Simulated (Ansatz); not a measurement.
A nudged elastic band was laid between two geometries of a periodic cell of 63 atoms, Si62B (host Si, host structure diamond, dopant B, one Si atom removed), cell charge +2.

These are results of DFT PBE, scalar-relativistic, plane waves, PAW in Ansatz, not measurements. Settings: PAW set soft_1, cutoff 420 eV, k mesh 1x1x1, gaussian smearing 0.02 eV, spin collinear.

```yaml
movable_images: 5
climbing_image: yes
spring: 5.0 eV/Å²
optimiser: quadratic models (default)
start_path: IDPP
force_threshold: 0.05 eV/Å
iteration_limit: 40
end_points: relaxed
```

First end point:

```xyz
63
Lattice="10.8600 0.0000 0.0000 0.0000 10.8600 0.0000 0.0000 0.0000 10.8600" Properties=species:S:1:pos:R:3
Si 5.291 -0.110 0.098
Si 6.725 1.310 1.343
Si 8.126 2.682 0.017
Si 9.509 4.063 1.339
Si 8.110 -0.049 2.696
Si 9.494 1.327 4.071
Si -0.003 0.002 -0.015
Si 1.370 1.341 1.336
Si 2.710 2.712 -0.013
Si 4.069 4.067 1.346
Si 5.418 5.459 0.033
Si 6.806 6.766 1.404
Si 8.115 8.151 0.033
Si 9.505 9.504 1.345
Si 2.821 -0.110 2.567
Si 4.066 1.310 4.002
Si 5.441 2.703 2.718
Si 6.800 4.045 4.076
Si 8.160 5.413 2.743
Si 9.527 6.775 4.076
Si 5.418 -0.048 5.388
Si 6.794 1.326 6.771
Si 8.159 2.681 5.437
Si 9.504 4.065 6.781
Si 8.127 -0.028 8.168
Si 9.487 1.360 9.491
Si 0.030 5.443 0.016
Si 1.402 6.846 1.341
Si 2.819 8.282 0.097
B 3.771 9.800 1.048
Si 0.012 2.698 2.708
Si 1.383 4.077 4.071
Si 2.759 5.461 2.697
Si 4.135 6.773 4.078
Si 6.797 9.434 4.076
Si 0.031 -0.027 5.404
Si 1.354 1.361 6.764
Si 2.740 2.683 5.403
Si 4.063 4.064 6.785
Si 5.466 5.414 5.435
Si 6.799 6.774 6.805
Si 8.158 8.109 5.436
Si 9.509 9.511 6.786
Si 2.708 0.003 8.135
Si 4.059 1.341 9.507
Si 5.431 2.697 8.148
Si 6.794 4.076 9.519
Si 8.159 5.410 8.164
Si 9.496 6.775 9.518
Si 0.010 8.131 2.717
Si 1.402 9.507 4.003
Si 0.027 5.411 5.436
Si 1.382 6.775 6.772
Si 2.757 8.150 5.391
Si 4.067 9.504 6.783
Si 0.004 2.707 8.142
Si 1.354 4.083 9.490
Si 2.740 5.444 8.166
Si 4.065 6.847 9.539
Si 5.440 8.131 8.147
Si 6.726 9.506 9.539
Si 0.012 8.139 8.148
Si 1.368 9.512 9.505
```

Last end point:

```xyz
63
Lattice="10.8600 0.0000 0.0000 0.0000 10.8600 0.0000 0.0000 0.0000 10.8600" Properties=species:S:1:pos:R:3
Si 5.376 0.014 -0.014
Si 6.746 1.323 1.371
Si 8.121 2.705 -0.004
Si 9.493 4.082 1.358
Si 8.102 -0.065 2.725
Si 9.476 1.338 4.049
Si -0.023 0.008 -0.008
Si 1.347 1.368 1.324
Si 2.707 2.738 -0.008
Si 4.065 4.081 1.350
Si 5.440 5.473 0.065
Si 6.684 6.891 1.499
Si 8.102 8.135 0.065
Si 9.494 9.510 1.350
Si 2.701 0.014 2.661
Si 4.086 1.323 4.031
Si 5.437 2.716 2.722
Si 6.795 4.070 4.080
Si 8.135 5.440 2.729
Si 9.505 6.780 4.080
Si 5.440 -0.065 5.387
Si 6.764 1.338 6.761
Si 8.151 2.697 5.436
Si 9.499 4.076 6.784
Si 8.121 0.004 8.155
Si 9.476 1.370 9.490
Si 0.010 5.454 -0.004
Si 1.392 6.829 1.371
Si 2.701 8.199 -0.014
B 5.734 7.841 3.019
Si -0.003 2.718 2.726
Si 1.377 4.099 4.049
Si 2.780 5.473 2.725
Si 4.214 6.891 3.969
Si 6.684 9.361 3.969
Si 0.010 0.004 5.406
Si 1.345 1.370 6.761
Si 2.711 2.705 5.406
Si 4.073 4.082 6.778
Si 5.444 5.440 5.420
Si 6.795 6.780 6.790
Si 8.135 8.131 5.420
Si 9.493 9.502 6.778
Si 2.707 0.008 8.122
Si 4.039 1.368 9.492
Si 5.441 2.718 8.142
Si 6.764 4.099 9.522
Si 8.151 5.424 8.163
Si 9.476 6.811 9.522
Si -0.001 8.138 2.722
Si 1.392 9.489 4.031
Si 0.018 5.424 5.436
Si 1.377 6.811 6.761
Si 2.780 8.135 5.387
Si 4.065 9.510 6.779
Si -0.001 2.716 8.144
Si 1.345 4.099 9.490
Si 2.711 5.454 8.155
Si 4.086 6.829 9.537
Si 5.437 8.138 8.144
Si 6.746 9.489 9.537
Si -0.003 8.134 8.142
Si 1.347 9.536 9.492
```

(1) Which bonds break or form, and what moves?

(2) What energy profile does the band end with?

(3) What is the geometry of the highest image?

The band took 15 iterations and of the order of 100 core-minutes.

Results:

(1) Contacts lost: Si1–B30, Si15–B30, Si29–B30. Contacts made: Si12–B30, B30–Si34, B30–Si35. The atom that moves furthest is B30, by 3.40 Å; four of its nearest neighbours are Si15 2.03, Si29 2.03, Si1 2.03, Si8 3.41 Å at the first end and Si34 2.03, Si35 2.03, Si12 2.03, Si40 3.41 Å at the last.

(2) The forces met the threshold. The highest image is number 3 of 0 to 6, 2.43 eV above the ends, which have the same energy within 2 meV. By the program's own check the climbing image is a first-order saddle point (lowest curvatures found: -2.73 and 1.19 eV/Å²). Limits of this set-up: coarse k mesh, charged cell in a uniform background, uncorrected.

```
image  path coordinate (Å)  energy (eV)  Si1–B30 (Å)  Si15–B30 (Å)  Si29–B30 (Å)
    0                 0.00         0.00         2.03          2.03          2.03
    1                 0.89         0.71         2.03          2.23          2.03
    2                 1.77         1.88         2.06          3.15          2.09
    3                 2.66         2.43         2.16          3.52          2.58
    4                 3.54         1.88         2.34          3.78          3.54
    5                 4.42         0.70         3.37          4.00          3.85
    6                 5.31         0.00         4.30          4.30          4.30
```

(3) 
```xyz
63
Lattice="10.8600 0.0000 0.0000 0.0000 10.8600 0.0000 0.0000 0.0000 10.8600" Properties=species:S:1:pos:R:3:forces:R:3
Si 5.539 -0.307 0.287 0.00 0.00 0.00
Si 6.834 1.342 1.378 0.00 0.00 0.00
Si 8.156 2.723 -0.003 0.00 0.00 0.00
Si 9.427 4.186 1.360 0.00 0.00 0.00
Si 8.122 -0.057 2.743 0.00 0.00 0.00
Si 9.485 1.341 4.093 0.00 0.00 0.00
Si -0.002 -0.006 -0.008 0.00 0.00 0.00
Si 1.307 1.378 1.356 0.00 0.00 0.00
Si 2.753 2.661 0.016 0.00 0.00 0.00
Si 4.082 4.072 1.340 0.00 0.00 0.00
Si 5.407 5.440 -0.048 0.00 0.00 0.00
Si 6.499 7.089 1.246 0.00 0.00 0.00
Si 8.185 8.124 -0.063 0.00 0.00 0.00
Si 9.488 9.499 1.339 0.00 0.00 0.00
Si 2.644 0.026 2.720 0.00 0.00 0.00
Si 4.052 1.352 4.024 0.00 0.00 0.00
Si 5.446 2.710 2.703 0.00 0.00 0.00
Si 6.769 4.121 4.032 0.00 0.00 0.00
Si 7.948 5.622 2.640 0.00 0.00 0.00
Si 9.414 6.819 4.032 0.00 0.00 0.00
Si 5.398 -0.051 5.342 0.00 0.00 0.00
Si 6.762 1.337 6.714 0.00 0.00 0.00
Si 8.127 2.738 5.398 0.00 0.00 0.00
Si 9.503 4.063 6.770 0.00 0.00 0.00
Si 8.156 0.033 8.086 0.00 0.00 0.00
Si 9.505 1.362 9.477 0.00 0.00 0.00
Si 0.071 5.445 0.023 0.00 0.00 0.00
Si 1.444 6.833 1.387 0.00 0.00 0.00
Si 3.037 8.252 0.332 0.00 0.00 0.00
B 5.244 8.821 1.542 0.00 0.00 0.00
Si -0.069 2.773 2.725 0.00 0.00 0.00
Si 1.337 4.085 4.102 0.00 0.00 0.00
Si 2.761 5.429 2.733 0.00 0.00 0.00
Si 4.065 6.756 4.142 0.00 0.00 0.00
Si 6.454 9.390 3.749 0.00 0.00 0.00
Si 0.011 0.007 5.452 0.00 0.00 0.00
Si 1.385 1.319 6.842 0.00 0.00 0.00
Si 2.684 2.697 5.448 0.00 0.00 0.00
Si 4.061 4.009 6.854 0.00 0.00 0.00
Si 5.430 5.404 5.478 0.00 0.00 0.00
Si 6.793 6.787 6.788 0.00 0.00 0.00
Si 7.981 8.185 5.304 0.00 0.00 0.00
Si 9.468 9.477 6.734 0.00 0.00 0.00
Si 2.753 -0.038 8.232 0.00 0.00 0.00
Si 4.146 1.160 9.697 0.00 0.00 0.00
Si 5.426 2.596 8.218 0.00 0.00 0.00
Si 6.788 4.059 9.489 0.00 0.00 0.00
Si 8.169 5.420 8.140 0.00 0.00 0.00
Si 9.560 6.749 9.489 0.00 0.00 0.00
Si -0.013 8.126 2.710 0.00 0.00 0.00
Si 1.352 9.488 4.053 0.00 0.00 0.00
Si -0.056 5.462 5.400 0.00 0.00 0.00
Si 1.334 6.774 6.774 0.00 0.00 0.00
Si 2.732 8.153 5.434 0.00 0.00 0.00
Si 4.075 9.516 6.799 0.00 0.00 0.00
Si 0.015 2.718 8.143 0.00 0.00 0.00
Si 1.388 4.043 9.519 0.00 0.00 0.00
Si 2.692 5.440 8.160 0.00 0.00 0.00
Si 4.042 6.839 9.524 0.00 0.00 0.00
Si 5.447 8.142 8.158 0.00 0.00 0.00
Si 6.849 9.518 9.460 0.00 0.00 0.00
Si 0.051 8.165 8.177 0.00 0.00 0.00
Si 1.482 9.456 9.664 0.00 0.00 0.00
```

Run time: 36 min on 4 threads of Arm Neoverse V1, on a shared host, peak memory 6.2 GiB.
